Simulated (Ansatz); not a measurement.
# AlFH3OSi radical: one species, many methods

An exercise on one series of results from a longer session: the logs are not shown, and one member is left open.

Method: functionals in def2-TZVPP, the program's frozen cores in correlated methods; program: Ansatz 0.2.0, Gaussian basis.

Plan: LDA (SPW92), PBE-D4, revPBE-D4, BLYP-D4, r2SCAN-D4, B97M-V, PBE0-D4, B3LYP-D4, r2SCANh-D4, r2SCAN0-D4, HSE06-D4, BHLYP-D4, CAM-B3LYP-D4, LC-ωPBE, ωB97X-V, ωB97M-V, B2PLYP, PBE-QIDH; CCSD(T)/def2-SVP; CCSD(T)/def2-TZVPP; MP2/def2-QZVPP; extrapolation to the limit; RPA on PBE.

## Structure used throughout

An earlier PBE0-D4 in a triple-zeta def2 set relaxation fixed the geometry.

SMILES `[F][Al][O][SiH3]`, 7 atoms, charge 0, spin multiplicity 2.

Atoms are counted from 1 here; the program's logs count them from 0.

Bond lengths: F1–Al2 1.651 Å, Al2–O3 1.676 Å, O3–Si4 1.630 Å, Si4–H5 1.487 Å, Si4–H6 1.486 Å, Si4–H7 1.486 Å. Angles: F1–Al2–O3 120.1°, Al2–O3–Si4 175.4°, O3–Si4–H5 110.1°, O3–Si4–H6 109.7°, O3–Si4–H7 109.9°, H5–Si4–H6 108.9°, H5–Si4–H7 109.0°, H6–Si4–H7 109.2°.

As a file:

```xyz
7
AlFH3OSi
F     0.51782   -2.97602    1.40284
Al   -0.54055   -2.11202    0.47573
O    -0.20465   -0.51924    0.07787
Si    0.02051    1.02491   -0.39139
H    -0.68666    1.27625   -1.67484
H    -0.51538    1.94720    0.64329
H     1.47022    1.29083   -0.57910
```

Set-up of the first run:

Contents of in.yaml:

```yaml
crystal:
  periodic: [false, false, false]
  atoms:
    - {symbol: F, position_ang: [0.517817, -2.976024, 1.402842]}
    - {symbol: Al, position_ang: [-0.540554, -2.112020, 0.475728]}
    - {symbol: O, position_ang: [-0.204650, -0.519245, 0.077866]}
    - {symbol: Si, position_ang: [0.020510, 1.024909, -0.391391]}
    - {symbol: H, position_ang: [-0.686661, 1.276249, -1.674842]}
    - {symbol: H, position_ang: [-0.515380, 1.947202, 0.643295]}
    - {symbol: H, position_ang: [1.470218, 1.290830, -0.579099]}
basis:
  gaussian: {orbitals: def2-TZVPP}
magnetization: {spin_polarized: true, initial_magnetization: 1}
hamiltonian: {xc: lda}
output: {orbitals: {seedname: orbitals}}
```

Steps of the session up to this table: LDA; PBE-D4 (GGA); revPBE-D4 (GGA); BLYP-D4 (GGA); r2SCAN-D4 (meta-GGA); B97M-V (meta-GGA); PBE0-D4 (hybrid); B3LYP-D4 (hybrid); r2SCANh-D4 (hybrid); r2SCAN0-D4 (hybrid); HSE06-D4 (hybrid); BHLYP-D4 (hybrid); CAM-B3LYP-D4 (range-separated); LC-ωPBE-D4 (range-separated; the results give it without D4); ωB97X-V (range-separated); ωB97M-V (range-separated); B2PLYP (double hybrid); PBE-QIDH (double hybrid).

One of the session's tables, all rows but one given; the rest of the session is left out.

It belongs to the step «Orbital energies across the functionals». 

| functional | HOMO (eV) | LUMO (eV) | gap (eV) |
| --- | --- | --- | --- |
| LDA (SPW92) | -5.58 | -4.22 | 1.37 |
| PBE-D4 | -5.57 | -3.89 | 1.68 |
| revPBE-D4 | -5.53 | -3.73 | 1.80 |
| BLYP-D4 | -5.37 | -3.88 | 1.49 |
| r2SCAN-D4 | -5.84 | -3.37 | 2.47 |
| B97M-V | -5.49 | -4.72 | 0.77 |
| PBE0-D4 | -6.62 | -2.99 | 3.63 |
| B3LYP-D4 | -6.37 | -3.37 | 3.01 |
| r2SCANh-D4 | -6.23 | -3.14 | 3.09 |
| r2SCAN0-D4 | -6.81 | -2.81 | 4.00 |
| HSE06-D4 | -6.22 | -3.36 | 2.86 |
| BHLYP-D4 | ? | ? | ? |
| CAM-B3LYP-D4 | -7.83 | -2.22 | 5.60 |
| LC-ωPBE | -9.18 | -0.76 | 8.42 |
| ωB97X-V | -8.70 | -1.10 | 7.60 |
| ωB97M-V | -8.32 | -1.55 | 6.77 |

Q: Estimate the row for BHLYP-D4 from the others.

Worked estimate for «HOMO (eV)». Against the share of exact exchange, BLYP-D4 (0, -5.37), B3LYP-D4 (0.2, -6.37) give a slope of -5.00 per unit share; at 0.5 the line stands at -7.87.

As computed: HOMO (eV): -7.50; LUMO (eV): -2.31; gap (eV): 5.18. In «HOMO (eV)» the line misses by -0.37.
